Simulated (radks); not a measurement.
# Fe²⁺ in [Ar] 3d6: an all-electron calculation

The task here is to estimate one member of a computed series from the others.

The numbers are computed with radks (a radial shooting solver on a logarithmic mesh, Libxc functionals) version 1 (non-relativistic Kohn-Sham, PBE, spin-polarised, spherical densities, point nucleus; open shells are filled with parallel spins first), except any that are marked as measured or tabulated.

## What is computed

```
element       : iron (Z = 26)
charge        : +2
electrons     : 24
configuration : [Ar] 3d6
```

The outer shells:

Fe²⁺
```
[Ar] core
3d [↑↓][↑ ][↑ ][↑ ][↑ ]
```

Set-up of the first run:

The run's settings:

```text
Z 26
configuration [Ar] 3d6
relativity non-relativistic
functional pbe,pbe
spin polarised
nucleus point
```

One table of the session follows, with a row left open; its other results are not shown here.

It belongs to the step «Shells». Radial moments (bohr):

```
  level      <r>  outermost maximum (interpolated)  90 % within  nodes
1s down  0.05914                            0.0390        0.105      0
  1s up  0.05915                            0.0390        0.105      0
  2s up   0.2702                             0.225        0.418      1
2s down   0.2698                             0.225        0.418      1
  2p up   0.2369                             0.181        0.388      0
2p down   0.2365                             0.181        0.387      0
  3s up   0.8193                             0.708         1.23      2
3s down   0.8221                             0.709         1.23      2
  3p up   0.8598                             0.716         1.33      1
3p down   0.8651                             0.718         1.34      1
  3d up    1.059                             0.707         1.82      0
3d down        ?                                 ?            ?      ?
```

Estimate the missing values for 3d down.

The run gave: <r>: 1.110; outermost maximum (interpolated): 0.716; 90 % within: 1.94; nodes: 0. In the column «<r>» it is the highest.

Caveats from the session: Open shells are spherical and high-spin; term and fine-structure splittings are not resolved.
